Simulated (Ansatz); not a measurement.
# C₈H₁₆: ionisation energy by level of theory

The task here is to estimate one member of a computed series from the others.

The runs use Ansatz 0.2.0, Gaussian basis; unrestricted cation, the program's frozen cores in correlated methods.

Levels to be run: UKS PBE-D4/def2-TZVPP; UKS r2SCAN-D4/def2-TZVPP; UKS PBE0-D4/def2-TZVPP; UKS B3LYP-D4/def2-TZVPP; UKS wB97X-V/def2-TZVPP; UKS wB97M-V/def2-TZVPP; UKS B2PLYP/def2-TZVPP; UHF-MP2/def2-TZVPP; UHF-MP2/def2-QZVPP; then −ε(HOMO) from the neutral's earlier runs with LDA (SPW92), PBE-D4, revPBE-D4, BLYP-D4, r2SCAN-D4, B97M-V, PBE0-D4, B3LYP-D4, r2SCANh-D4, r2SCAN0-D4, HSE06-D4, BHLYP-D4, CAM-B3LYP-D4, LC-ωPBE, ωB97X-V, ωB97M-V.

1 further run of the same task is left out (it didn't finish).

**The relaxed structure**

An earlier PBE0-D4 in a triple-zeta def2 set relaxation fixed the geometry.

SMILES `C=C(C)CC(C)(C)C`, 24 atoms, charge 0, spin multiplicity 1.

Atoms are counted from 1 here; the program's logs count them from 0.

Bond lengths: C1–C2 1.330 Å, C1–H9 1.084 Å, C1–H10 1.085 Å, C2–C3 1.497 Å, C2–C4 1.505 Å, C3–H11 1.096 Å, C3–H12 1.091 Å, C3–H13 1.093 Å, C4–C5 1.546 Å, C4–H14 1.095 Å, C4–H15 1.096 Å, C5–C6 1.526 Å, C5–C7 1.525 Å, C5–C8 1.525 Å, C6–H16 1.094 Å, C6–H17 1.094 Å, C6–H18 1.094 Å, C7–H19 1.092 Å and more. Angles: C2–C1–H9 121.6°, C2–C1–H10 121.5°, H9–C1–H10 117.0°, C1–C2–C3 121.3°, C1–C2–C4 121.7°, C3–C2–C4 116.9°, C2–C3–H11 110.1°, C2–C3–H12 111.6°, C2–C3–H13 111.8°, H11–C3–H12 108.2°, H11–C3–H13 106.4°, H12–C3–H13 108.5°, C2–C4–C5 116.9°, C2–C4–H14 109.1°, C2–C4–H15 108.8°, C5–C4–H14 107.3°, C5–C4–H15 107.7°, H14–C4–H15 106.5° and more.

Set-up of the first run:

File in.yaml:

```yaml
crystal:
  periodic: [false, false, false]
  atoms:
    - {symbol: C, position_ang: [1.458906, -1.448933, -1.466754]}
    - {symbol: C, position_ang: [0.433076, -0.602117, -1.452073]}
    - {symbol: C, position_ang: [0.249208, 0.416130, -2.534403]}
    - {symbol: C, position_ang: [-0.621005, -0.653856, -0.378992]}
    - {symbol: C, position_ang: [-0.350033, 0.161281, 0.906590]}
    - {symbol: C, position_ang: [-1.600674, 0.070369, 1.776894]}
    - {symbol: C, position_ang: [-0.064867, 1.626354, 0.592871]}
    - {symbol: C, position_ang: [0.832853, -0.424913, 1.669635]}
    - {symbol: H, position_ang: [1.570912, -2.217832, -0.710209]}
    - {symbol: H, position_ang: [2.216832, -1.406976, -2.241651]}
    - {symbol: H, position_ang: [-0.674490, 0.213921, -3.087614]}
    - {symbol: H, position_ang: [1.079430, 0.405465, -3.242083]}
    - {symbol: H, position_ang: [0.151960, 1.426626, -2.129740]}
    - {symbol: H, position_ang: [-0.775220, -1.694838, -0.077158]}
    - {symbol: H, position_ang: [-1.571873, -0.307088, -0.800425]}
    - {symbol: H, position_ang: [-1.457672, 0.603943, 2.720636]}
    - {symbol: H, position_ang: [-1.840542, -0.970279, 2.013186]}
    - {symbol: H, position_ang: [-2.465813, 0.508412, 1.270821]}
    - {symbol: H, position_ang: [0.858908, 1.738735, 0.020581]}
    - {symbol: H, position_ang: [0.049774, 2.196070, 1.519226]}
    - {symbol: H, position_ang: [-0.880972, 2.079561, 0.022639]}
    - {symbol: H, position_ang: [0.649318, -1.469292, 1.938835]}
    - {symbol: H, position_ang: [1.747691, -0.384387, 1.075173]}
    - {symbol: H, position_ang: [1.004274, 0.133635, 2.594024]}
basis:
  gaussian: {orbitals: def2-TZVPP}
total_charge: 1
magnetization: {spin_polarized: true, initial_magnetization: 1}
hamiltonian: {xc: pbe, dispersion: d4}
```

Started as:

```bash
> ansatz run in.yaml --threads 4 --pin off --events-out ev --progress --plain --max-ram 66560MiB --backend cuda --devices 0, --max-vram 37GiB
```

Steps of the session up to this table: Cation, UKS PBE-D4/def2-TZVPP; Cation, UKS r2SCAN-D4/def2-TZVPP; Cation, UKS PBE0-D4/def2-TZVPP; Cation, UKS B3LYP-D4/def2-TZVPP; Cation, UKS wB97X-V/def2-TZVPP; Cation, UKS wB97M-V/def2-TZVPP; Cation, UKS B2PLYP (frozen core)/def2-TZVPP; Cation, UHF-MP2/def2-TZVPP; Cation, UHF-MP2/def2-QZVPP.

One table of the session follows, with a row left open; its other results are not shown here.

Orbital estimates, from the neutral's runs:

```
  functional  −ε(HOMO) (eV)
 LDA (SPW92)           6.03
      PBE-D4           5.87
   revPBE-D4           5.80
     BLYP-D4           5.71
   r2SCAN-D4           6.04
      B97M-V              ?
     PBE0-D4           6.96
    B3LYP-D4           6.75
  r2SCANh-D4           6.45
  r2SCAN0-D4           7.08
    HSE06-D4           6.56
    BHLYP-D4           7.91
CAM-B3LYP-D4           8.28
     LC-ωPBE           9.65
     ωB97X-V           9.28
     ωB97M-V           9.20
```

Q: Estimate the row for B97M-V from the others.

**Answer.** −ε(HOMO) (eV): 6.09. In the column «−ε(HOMO) (eV)» it lies between r2SCAN-D4 (6.04) and r2SCANh-D4 (6.45).
